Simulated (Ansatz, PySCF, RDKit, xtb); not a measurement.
# [GeSiPH6]+: a search for the lowest isomer

Given the formula [GeSiPH6]+ (charge +1) and nothing else, which arrangement of the atoms is the most stable in the gas at 298.15 K, and what are its properties?

The funnel: GFN2-xTB relaxations, single points with a density functional, relaxations at PBE-D3(BJ)/def2-SVP, harmonic vibrations, and a last energy at a higher level. All values are calculated.

7 further runs of the same task are left out: 7 set aside as unsound or not needed.

## 1. Drawing up candidates

All bonding patterns within simple valence rules are listed by program: one Lewis structure each, at most two rings and one unusual centre or charged pair. O–O, O–halogen and N–halogen bonds and N–N–N chains are not drawn. That gives 24 candidates.

c006 [P@H3+][SiH2][GeH] (triplet); c101 [SiH][P@H2+][GeH3]; c111 [SiH2+][P@H2+][GeH2-]; c113 [SiH2]=[GeH][P@H3+]; c152 [SiH][GeH2][P@H3+] (triplet); c189 [SiH][GeH2][P@H3+]; c205 [SiH3][P@@H+]=[GeH2]; c252 [SiH3][P@H2+][GeH]; c338 [P@H3+][SiH]=[GeH2]; c346 [SiH3][Ge][P@H3+] (triplet); c389 [SiH2+][GeH2][PH2]; c415 [SiH][P@H2+][GeH3] (triplet); c434 [SiH3][Ge][P@H3+]; c508 [SiH2]1[P@H2+][GeH2]1; c555 [SiH3][P@H2+][GeH] (triplet); c751 P[SiH2][GeH2+]; c785 [SiH2]=[P@H+][GeH3]; c814 [P@H3+][Si][GeH3]; c845 [P@H3+][SiH2][GeH]; c865 [P@H3+][Si][GeH3] (triplet); c875 [SiH2]=[P@@H+][GeH3]; c937 [PH2+]=[SiH][GeH3]; c966 [SiH3][GeH]=[PH2+]; c970 [SiH3][P@H+]=[GeH2].

Candidates are built by distance geometry, with a force field where one applies, in up to four conformers (letters a to d). 10 starts with atoms placed at random are added, to find patterns that the rules miss.

Q: Predict the outcome of this search (final energies at CCSD(T)/def2-TZVP).

| quantity | value |
| --- | --- |
| lowest structure found | [SiH3][P@H2+][GeH], singlet, C1 |
| next finalist | [SiH2]=[PH+][GeH3], singlet, 4.8 kcal/mol higher in G |
| share at equilibrium, among the finalists | 100.0 % |
| harmonic wavenumbers, lowest and highest (PBE-D3(BJ)/def2-SVP) | 60 and 2414 cm⁻¹ |
| rotational constants, same geometry | 0.3393, 0.04034, 0.03727 cm⁻¹ |
| HOMO energy (PBE0/def2-TZVPD) | -12.38 eV |
| LUMO energy (PBE0/def2-TZVPD) | -8.19 eV |
| HOMO–LUMO gap (PBE0/def2-TZVPD) | 4.19 eV |
| lowest excitation (TD-PBE0/def2-SVPD) | 2.84 eV (f = 0.006) |
| strongest of the states computed, same level | 5.67 eV (f = 0.139) |
| lowest triplet excitation, same level, Tamm-Dancoff | 1.77 eV |
| vertical ionisation energy | 14.40 eV |
| vertical recombination energy (electron added) | 6.38 eV |
| vertical triplet less singlet | +1.81 eV |

The lowest structure found is `[SiH3][P@H2+][GeH]`. The margin of 4.8 kcal/mol over the next finalist is beyond the usual error of the last level; it says nothing of structures that weren't ranked. PBE-D3(BJ)/def2-SVP, HF/def2-TZVP and MP2/def2-TZVP already put its bonding pattern lowest among the structures in one piece; r2SCAN-D4/def2-SVP favours the singlet [PH3][Ge]1[H][SiH2]1 ‡. The search is not exhaustive (a finite list of starts, one conformer a finalist), so a lower isomer can't be ruled out. Patterns outside the rules of the enumeration were met only by chance.

‡ marks the bonded skeleton alone, with all bonds drawn single: no Lewis structure was assigned that passes a check against the bond lengths.
